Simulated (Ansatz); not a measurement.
# GeH₂Cl₂ (built from SMILES [Cl][Ge][Cl].[H][H]): search for a transition state

Aim: find the saddle point of a insertion of a carbenoid that is to form Ge1–H4, Ge1–H5 and break H4–H5, prove it by its vibrations, and relax downhill on both sides to see what it joins.

Program: Ansatz 0.2.0, Gaussian basis. Level of theory: PBE0-D4, def2-SVP first, then def2-TZVP. These are calculated values, not measurements.

154 further runs of the same task are left out: 2 that didn't finish, 152 set aside as unsound or not needed.

## Step 1: The system as given

The guess: 5 atoms, charge 0, spin multiplicity 1.

Atoms are counted from 1 here; the program's logs count them from 0.

Bond lengths: Ge1–Cl2 2.143 Å, Ge1–Cl3 2.564 Å, Ge1–H5 1.941 Å, Cl3–H4 1.494 Å. Angles: Cl2–Ge1–Cl3 96.6°, Cl2–Ge1–H5 97.5°, Cl3–Ge1–H5 70.7°, Ge1–Cl3–H4 58.7°.

As a file:

```xyz
5
charge 0, multiplicity 1
Ge    0.59340   -0.16090    1.02020
Cl    2.11110   -0.50670   -0.45250
Cl   -1.37100   -1.05440   -0.36450
H    -1.04210    0.40210   -0.33240
H    -0.29140    1.31980    0.12910
```

Distances that are to change: Ge1–H4 2.20 Å, Ge1–H5 1.94 Å, H4–H5 1.27 Å.

## Step 2: Constrained relaxation of the guess

Input file hold/in.yaml:

```yaml
crystal:
  periodic: [false, false, false]
  atoms:
    - {symbol: Ge, position_ang: [0.593400, -0.160900, 1.020200]}
    - {symbol: Cl, position_ang: [2.111100, -0.506700, -0.452500]}
    - {symbol: Cl, position_ang: [-1.371000, -1.054400, -0.364500]}
    - {symbol: H, position_ang: [-1.042100, 0.402100, -0.332400]}
    - {symbol: H, position_ang: [-0.291400, 1.319800, 0.129100]}
basis:
  gaussian: {orbitals: def2-SVP}
hamiltonian: {xc: pbe0, dispersion: d4}
relax: {f_tol: 0.04, max_steps: 150, escape_saddle: false, constraints: [{distance: [0, 3]}, {distance: [0, 4]}, {distance: [3, 4]}]}
```

The run is started by

```sh
ansatz run in.yaml --threads 2 --pin off --events-out ev --progress --plain --max-ram 4352MiB
```

Further steps of the session: Force constants to start from; Saddle search in the small basis; Saddle search in triple zeta; Checking the order of the point; Relaxing after a step of 0.30 Å one way along the mode; Relaxing after a step of 0.30 Å the other way along the mode.

What does the calculation give? Wanted: imaginary mode; barrier from the start side; barrier from the end side; energy of the step; pairs that change; zero-point energy at the saddle.

As calculated:

| quantity | value |
| --- | --- |
| imaginary mode | 739i cm⁻¹ |
| barrier from the start side | 27.4 kcal/mol |
| barrier from the end side | 3.7 kcal/mol |
| energy of the step | +23.7 kcal/mol |
| pairs that change | Ge1–H5 formed, Cl3–H4 formed, Ge1–Cl3 broken, H4–H5 broken |
| zero-point energy at the saddle | 0.396 eV |

**Reading.** One imaginary mode, 739i cm⁻¹, makes this a first-order saddle. The two relaxations don't end on the planned structures: the search found another step. At PBE0-D4/def2-TZVP the electronic barrier is 27.4 kcal/mol, about 46 kT at 298 K, and the step runs 23.7 kcal/mol uphill. A step off the saddle overshot and began above it in energy, so the link to its end is likely but not proven.
